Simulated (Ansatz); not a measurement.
# ZrTi3C2: the cost of one run

Computed with Ansatz 0.2.0 (DFT PBE, scalar-relativistic, plane waves, PAW, unless a step's input says otherwise).

1 further run of the same task is left out (set aside as unsound or not needed). Runs told in other sessions of the task aren't counted.

### 1 The system as given

Symmetry: P4/mmm, No. 123, tetragonal system. The conventional cell has a = 4.149 Å, b = 4.149 Å, c = 5.288 Å, α = 90.00°, β = 90.00°, γ = 90.00°. Around Zr (site symmetry 4/mmm) lie 12 Ti at 2.93 to 3.36 Å. Ti (site symmetry mmm) is surrounded by 4 C at 2.18 Å. Around Ti (site symmetry 4/mmm) lie 2 C at 1.96 Å. Around C (site symmetry 4mm) lie 1 C at 1.37 Å and 5 Ti at 1.96 to 2.18 Å.

Structure file:

```xyz
6
Lattice="4.1489 0.0000 0.0000 0.0000 4.1489 0.0000 0.0000 0.0000 5.2880" Properties=species:S:1:pos:R:3 pbc="T T T"
Zr    2.0744    2.0744    0.0000
Ti    0.0000    2.0744    2.6440
Ti    2.0744    0.0000    2.6440
Ti    0.0000    0.0000    0.0000
C     0.0000    0.0000    3.3292
C     0.0000    0.0000    1.9587
```

The cell was relaxed beforehand at this level, from a generated guess; it needn't be the stable form of this composition. At a tolerance of 0.05 Å it has space group P4/mmm (No. 123); it has 15.17 Å³/atom, an uncorrected energy of -0.11 eV/atom over the elements.

### 2 Static run: bands, density of states and charges

Contents of input.yaml:

```yaml
crystal:
  lattice:
    - [4.1488706485, 0.0, 0.0]
    - [0.0, 4.1488706485, 0.0]
    - [0.0, 0.0, 5.2879621657]
  atoms:
    - { symbol: Zr, position: [0.5, 0.5, 0.0] }
    - { symbol: Ti, position: [0.0, 0.5, 0.5] }
    - { symbol: Ti, position: [0.5, 0.0, 0.5] }
    - { symbol: Ti, position: [0.0, 0.0, 0.0] }
    - { symbol: C, position: [0.0, 0.0, 0.6295896475] }
    - { symbol: C, position: [0.0, 0.0, 0.3704103525] }
basis:
  ecutwfc: 420
kpoints:
  mp_grid: { grid: [10, 10, 8] }
  band_path:
    path:
      - [[0.0, 0.0, 0.0], [0.0, 0.5, 0.0], [0.5, 0.5, 0.0], [0.0, 0.0, 0.0], [0.0, 0.0, 0.5], [0.0, 0.5, 0.5], [0.5, 0.5, 0.5], [0.0, 0.0, 0.5]]
      - [[0.0, 0.5, 0.0], [0.0, 0.5, 0.5]]
      - [[0.5, 0.5, 0.0], [0.5, 0.5, 0.5]]
    npoints: 14
hamiltonian:
  xc: pbe
scf:
  occupations: { method: gaussian, width: 0.1 }
  n_extra_bands: 15
output:
  forces: true
  stress: true
  eigenvalues: true
  populations: true
  dos: { projected: true, de: 0.02, nscf_kmesh: { grid: [12, 12, 10] } }
  bader: true
  write_density: true
  write_potential: true
  elf: true
  volumetric_format: npy
```

The run is started by

```bash
ansatz run input.yaml --threads 1 --pin off --max-ram 2560MiB --backend cpu --events-out ev --progress --plain --runs-dir out
```

**Question.** How long does this run take on 1 thread of Intel Xeon at 2.50GHz (Skylake/Cascade Lake), shared host, and how much memory does it need?

About 4.3 min, with a peak of 0.71 GiB.
